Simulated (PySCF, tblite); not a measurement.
**C₆H₇BrF radical: geometry, infrared bands and EPR parameters**

What infrared bands and EPR parameters should C₆H₇BrF radical (`FC1=C(Br)[CH]CCC1`) show?

The runs use tblite 0.8.0 and PySCF 2.14.0, with density-fitted response routines of our own; the level of theory stands in each step. All values are computed, except where a source is named. Atoms count from 0, in the outputs and in this text.

## (1) Starting geometry

15 atoms, charge 0, multiplicity 2; geometry from: force field or distance geometry start.

Bonds of the start (Å): F0–C1 1.36, C1–C2 1.34, C2–Br3 1.92, C2–C4 1.49, C4–C5 1.50, C5–C6 1.51, C6–C7 1.53, C7–C1 1.50, C4–H8 1.11, C5–H9 1.10, C5–H10 1.11, C6–H11 1.11, C6–H12 1.09, C7–H13 1.10, C7–H14 1.09.

## (2) Relaxing the molecule with GFN2-xTB

What the job is given:

```
{"job": {"kind": "relax", "xc": "GFN2-xTB", "basis": "xTB"}, "charge": 0, "multiplicity": 2}
F      0.997700     2.587500     0.471100
C      0.584900     1.296700     0.353700
C      1.453200     0.282200     0.197100
Br     3.338000     0.626200     0.081300
C      1.024300    -1.137400     0.081100
C     -0.413100    -1.340300    -0.296700
C     -1.013600    -0.032900    -0.763100
C     -0.859400     0.909600     0.433500
H      1.360500    -1.780300     0.915400
H     -0.477200    -2.061800    -1.128800
H     -0.934800    -1.692800     0.616500
H     -0.373700     0.297600    -1.605000
H     -2.052100    -0.124600    -1.087500
H     -1.516900     1.791000     0.352100
H     -1.122000     0.387000     1.357300
```

The run is started by

```
> OMP_NUM_THREADS=1 python probes_run.py task.json out
```

The driver reads the jobs from task.json and runs them one after another.

Output:

```text
step      E/eV     max force
  0    -684.09537    2.525
  1    -684.26122    1.456
  2    -684.37419    1.063
  3    -684.44996    0.950
  4    -684.53008    0.719
  5    -684.58592    0.784
  6    -684.66426    0.904
  7    -684.72676    0.749
  8    -684.77264    0.474
  9    -684.80007    0.376
 10    -684.83035    0.482
 11    -684.86114    0.393
 12    -684.88425    0.480
 13    -684.90131    0.445
 14    -684.91866    0.346
 15    -684.93769    0.278
 16    -684.95351    0.315
 17    -684.96472    0.301
 18    -684.97907    0.355
 19    -684.99586    0.356
 20    -685.01203    0.288
 21    -685.02223    0.192
 22    -685.02813    0.178
 23    -685.03273    0.156
 24    -685.03769    0.159
 25    -685.04242    0.183
 26    -685.04638    0.196
 27    -685.04963    0.135
 28    -685.05227    0.122
 29    -685.05453    0.139
 30    -685.05689    0.126
 31    -685.05950    0.143
 32    -685.06207    0.136
 33    -685.06404    0.103
 34    -685.06525    0.095
 35    -685.06606    0.076
 36    -685.06683    0.066
 37    -685.06772    0.096
 38    -685.06867    0.103
 39    -685.06948    0.071
 40    -685.07010    0.063
 41    -685.07071    0.068
 42    -685.07149    0.105
 43    -685.07253    0.119
 44    -685.07367    0.087
 45    -685.07467    0.070
 46    -685.07547    0.068
 47    -685.07619    0.083
 48    -685.07687    0.091
 49    -685.07751    0.053
 50    -685.07805    0.061
 51    -685.07854    0.063
 52    -685.07906    0.051
 53    -685.07952    0.042
 54    -685.07978    0.030
 55    -685.07990    0.030
 56    -685.07999    0.027
 57    -685.08012    0.026
 58    -685.08032    0.024
 59    -685.08047    0.027
 60    -685.08059    0.027
 61    -685.08071    0.024
 62    -685.08086    0.032
 63    -685.08099    0.028
 64    -685.08110    0.022
 65    -685.08117    0.018
 66    -685.08124    0.020
 67    -685.08130    0.021
 68    -685.08134    0.019
 69    -685.08137    0.012
 70    -685.08139    0.007
```

Along the way: (not every step is listed)

```
step  energy from step 0 (eV)  largest force (eV/Å)
   0                   0.0000                2.5246
   1                  -0.1658                1.4556
   2                  -0.2788                1.0627
   3                  -0.3546                0.9504
   4                  -0.4347                0.7190
   5                  -0.4905                0.7836
   6                  -0.5689                0.9038
   7                  -0.6314                0.7487
   8                  -0.6773                0.4745
  13                  -0.8059                0.4450
  18                  -0.8837                0.3550
  23                  -0.9374                0.1562
  28                  -0.9569                0.1222
  33                  -0.9687                0.1032
  38                  -0.9733                0.1033
  43                  -0.9772                0.1187
  48                  -0.9815                0.0909
  53                  -0.9841                0.0418
  58                  -0.9850                0.0238
  63                  -0.9856                0.0283
  65                  -0.9858                0.0182
  66                  -0.9859                0.0202
  67                  -0.9859                0.0209
  68                  -0.9860                0.0187
  69                  -0.9860                0.0124
  70                  -0.9860                0.0068
```

Distances of close pairs at the start and the end, largest changes first:

```
  bond  before (Å)  after (Å)  change (Å)
 C2–C4       1.488      1.374      -0.114
 C1–C2       1.344      1.377      +0.033
 C4–H8       1.106      1.076      -0.030
 C5–C6       1.512      1.529      +0.017
C6–H11       1.108      1.092      -0.016
 F0–C1       1.360      1.344      -0.016
C5–H10       1.109      1.098      -0.012
 C5–H9       1.103      1.092      -0.011
```

The end geometry stands in the next job.

## (3) Harmonic vibrations with GFN2-xTB

What the job is given:

```
{"job": {"kind": "ir", "xc": "GFN2-xTB", "basis": "xTB"}, "charge": 0, "multiplicity": 2}
F      0.999790     2.482782     0.801238
C      0.586921     1.247482     0.468569
C      1.480299     0.207960     0.336440
Br     3.345959     0.550853     0.606784
C      1.068951    -1.064269     0.020485
C     -0.375508    -1.352344    -0.208465
C     -1.116478    -0.105303    -0.692904
C     -0.875113     1.063907     0.262142
H      1.783287    -1.866147    -0.047570
H     -0.478622    -2.160287    -0.935853
H     -0.827124    -1.704459     0.727999
H     -0.749377     0.161974    -1.685682
H     -2.185013    -0.307835    -0.768659
H     -1.300272     1.990398    -0.131266
H     -1.362114     0.863277     1.224830
```

Output:

```text
mode    cm-1     km/mol
  1      92.4      1.05
  2     140.5      0.58
  3     161.3      1.14
  4     260.8      0.88
  5     261.8      5.74
  6     297.1      0.42
  7     422.9      2.63
  8     443.1      1.29
  9     457.6      1.88
 10     518.9      1.93
 11     652.5     17.23
 12     685.8     12.57
 13     828.7     23.68
 14     859.8      4.25
 15     917.8      7.33
 16     979.1     16.47
 17    1025.7      4.81
 18    1037.1      0.92
 19    1100.0     20.93
 20    1118.7      7.32
 21    1170.9      5.32
 22    1200.5     15.37
 23    1219.7      7.69
 24    1227.3     30.86
 25    1312.6      5.82
 26    1329.1      6.13
 27    1337.5      4.92
 28    1428.4      0.84
 29    1438.1     34.00
 30    1465.7     15.91
 31    1479.7     26.44
 32    1485.8      4.17
 33    2893.6     14.43
 34    2900.3     19.04
 35    2977.2      6.38
 36    2978.7     28.83
 37    2987.5     37.84
 38    3002.5     39.31
 39    3126.0     12.35
```

Which atoms move in the most intense modes:

```
cm⁻¹  km/mol                                atoms
 829    23.7  C2 18 %, H12 14 %, F0 14 %, C7 14 %
1100    20.9         H10 32 %, H14 22 %, H13 13 %
1227    30.9           H8 27 %, C1 23 %, H14 15 %
1438    34.0          H14 28 %, H13 28 %, C1 17 %
1480    26.4           C1 30 %, C2 27 %, H13 14 %
2979    28.8                              H9 81 %
2988    37.8                   H11 78 %, H12 12 %
3002    39.3                   H12 80 %, H11 12 %
```

## (4) g tensor and hyperfine couplings: B3LYP/def2-TZVP-core+pcH-1

Same as in step 3 but for these lines:

```diff
@@ -1,2 +1,2 @@
-{"job": {"kind": "ir", "xc": "GFN2-xTB", "basis": "xTB"}, "charge": 0, "multiplicity": 2}
+{"job": {"kind": "epr", "basis": "pcH-1"}, "charge": 0, "multiplicity": 2}
 F      0.999790     2.482782     0.801238
```

Method: UKS B3LYP, def2-TZVP-core on Br, pcH-1 on C F H, non-relativistic, mean-field spin-orbit, GIAO.

Output:

```text
UKS, coarse grid
  cycle   1  E = -2906.77100625  |g| = 1.61e+00
  cycle   2  E = -2906.70861949  |g| = 7.87e-01
  cycle   3  E = -2906.74331556  |g| = 5.59e-01
  cycle   4  E = -2906.85846434  |g| = 1.37e-01
  cycle   5  E = -2906.86641709  |g| = 3.41e-02
  cycle   6  E = -2906.86698462  |g| = 1.25e-02
  cycle   7  E = -2906.86707001  |g| = 4.89e-03
  cycle   8  E = -2906.86708774  |g| = 2.62e-03
  cycle   9  E = -2906.86709383  |g| = 1.08e-03
  cycle  10  E = -2906.86709535  |g| = 3.75e-04
UKS, final grid
  cycle   1  E = -2906.86708476  |g| = 5.18e-04
  cycle   2  E = -2906.86708453  |g| = 8.65e-04
  cycle   3  E = -2906.86708489  |g| = 6.25e-05
  cycle   4  E = -2906.86708489  |g| = 3.80e-05
  cycle   5  E = -2906.86708489  |g| = 9.73e-06
E = -2906.86708489 Eh   <S^2> = 0.7757 (exact 0.7500)
g shifts (ppm)      1          2          3
  rmc          -176       -176       -176
  gc             30         30          3
  oz_so        -708        303        780
  total        -853        158        607
hyperfine (MHz)  atom isotope    a_iso     a_fc   dipolar eigenvalues
    0   19F      95.30      95.03   -171.95   -142.71    314.66
    1   13C      63.87      63.86    -53.63    -53.35    106.98
    2   13C     -56.96     -56.49    -28.87     11.97     16.89
    3  79Br      -4.73      -6.92    -25.26      4.16     21.10
    4   13C      56.51      56.63    -52.86    -50.99    103.85
    5   13C     -20.30     -20.31     -1.10      0.36      0.74
    6   13C       5.52       5.52     -2.62     -0.61      3.23
    7   13C     -19.95     -19.96     -0.81      0.03      0.78
    8    1H     -43.63     -43.62    -25.51     -0.06     25.56
    9    1H      22.09      22.09     -3.30     -2.62      5.92
   10    1H      82.61      82.61     -3.32     -2.36      5.68
   11    1H      -2.57      -2.57     -2.66     -1.04      3.70
   12    1H      -3.37      -3.37     -2.18     -0.99      3.17
   13    1H      20.94      20.94     -3.27     -2.40      5.67
   14    1H      75.34      75.34     -3.00     -2.56      5.56
```

It took 6.3 min on 1 thread, shared host.

Principal g values 2.00147, 2.00248, 2.00293; g(iso) = 2.00229, against 2.00232 for a free electron.

Hyperfine couplings; where a row names several nuclei, a(iso) is their mean (it holds for fast rotation or exchange) and the dipolar term the largest among them:

```
  nuclei  isotope  a(iso) (MHz)  a(iso) (G, at g = 2.0023)  largest dipolar term (MHz)
      F0      19F          95.3                       34.0                       314.7
      C1      13C          63.9                       22.8                       107.0
      C2      13C         -57.0                      -20.3                       -28.9
      C4      13C          56.5                       20.2                       103.8
 H9, H10       1H          52.4                       18.7                         5.9
H13, H14       1H          48.1                       17.2                         5.7
      H8       1H         -43.6                      -15.6                        25.6
      C5      13C         -20.3                       -7.2                        -1.1
      C7      13C         -19.9                       -7.1                        -0.8
      C6      13C           5.5                        2.0                         3.2
     Br3     79Br          -4.7                       -1.7                       -25.3
H11, H12       1H          -3.0                       -1.1                         3.7
```

Mulliken spin populations:

F0 0.04; C1 0.56; C2 -0.23; Br3 0.00; C4 0.67; C5 -0.05; C6 0.02; C7 -0.05; H8 -0.03; H9 0.01; H10 0.03; H11 0.00; H12 0.00; H13 0.01; H14 0.03

In first order the couplings over 0.8 MHz of 19F, 1H, 79Br give 432 distinct lines over 128.5 G, if the averaged nuclei exchange fast.

Orbitals, density, ELF and potential are computed afterwards from the orbital file.

ELF in a plane through or near 11 of the atoms.

Ten even steps from '0' (0.00) to '9' (1.00):
```
0000000000000000000000000000
0000000000000000000000000000
0000000000000000000000000000
0000000012320058730000000000
0000000157750189971000000000
0000000583760299971000000000
0000000586653578830000000000
0002451013444913621562000000
0014787202513858868998000000
0026875655674026349999100000
0025725383833027768997000000
0015625365796673661110000000
0014776731539783262000000000
0002688501896557998300000000
0001356105999416999500000000
0000000006999202898300000000
0000000003896000242000000000
0000000000000000000000000000
0000000000000000000000000000
0000000000000000000000000000
```
The map spans 12.0 Å across and 9.9 Å up, centred on the molecule. Atoms in the plane (x, y in Å): F0 (-1.8, 2.1), C1 (-1.0, 1.0), C2 (-1.5, -0.2), Br3 (-3.4, -0.5), C4 (-0.7, -1.3), C5 (0.8, -1.2), C7 (0.4, 1.3), H8 (-1.1, -2.3), H9 (1.3, -2.0), H12 (2.3, 0.3), H13 (0.7, 2.3).

log10 of the density (e/Å³) in the same plane.

Ten even steps from ' ' (-4.0) to '@' (1.9):
```
                                                        
                                                        
                ..::::::....::::::..                    
            ..--========------==----::..                
            ::==++****++====++++++==--..                
        ..::--++##%%%%**++++******++--::..              
    ..::::::--++##%%%%********##**++==--::..            
  ..::----======++****%%######%%**++++====::..          
  ::--====++++++++**##%%##****##******++++--::          
..::--++****##******####**++++**####****++--::..        
..::==++**##@@##**##@@##**++++**##******++--::..        
..::--++**##%%##****######****####**++==--::..          
..::--==++******++++**##@@####%%##**++==--..            
  ..::--==++++++==++**####******##**++==::..            
  ..::::--========++**##**++++++****++--::              
      ..::::::::--==++++++==--======----..              
        ........::--======--::------::::..              
                  ..::::::............                  
                                                        
                                                        
```
The map spans 12.0 Å across and 9.9 Å up, centred on the molecule. Atoms in the plane (x, y in Å): F0 (-1.8, 2.1), C1 (-1.0, 1.0), C2 (-1.5, -0.2), Br3 (-3.4, -0.5), C4 (-0.7, -1.3), C5 (0.8, -1.2), C7 (0.4, 1.3), H8 (-1.1, -2.3), H9 (1.3, -2.0), H12 (2.3, 0.3), H13 (0.7, 2.3).

On the surface of density 0.002 e/bohr³ the electrostatic potential runs, from the 1st to the 99th percentile, from -0.97 V near F0 to 0.92 V near H14.

The spin density lies nearest to C1, C4 about 33 % each; C2 10 % (beta excess).

## (5) Summary of results

```
                                 quantity                 value
strongest single infrared mode (GFN2-xTB)  3002 cm⁻¹, 39 km/mol
             zero-point energy (GFN2-xTB)         70.4 kcal/mol
                           g(iso) (B3LYP)               2.00229
                                     ⟨S²⟩    0.776 (exact 0.75)
       largest a(iso) (averaged by class)   19F on F0, 95.3 MHz
    surface potential, 1st and 99th percentile    -0.97 V and 0.92 V
```

**Reading.** Over 70 steps the energy fell by 0.986 eV; of the close pairs, C2–C4 changed most, 1.488 to 1.374 Å. All 39 modes are real, so the xTB geometry is a minimum. The strongest single mode, at 3002 cm⁻¹, moves mainly H12. GFN2-xTB is a fitted tight-binding method: band positions and strengths are rough. Its intensities can rank the bands wrongly. The largest spin populations lie on C4 (0.67 e), C1 (0.56 e). The isotropic g lies 0.0 ppt below the free-electron value. The hyperfine terms hold no scalar relativity, which the heavier nuclei need.
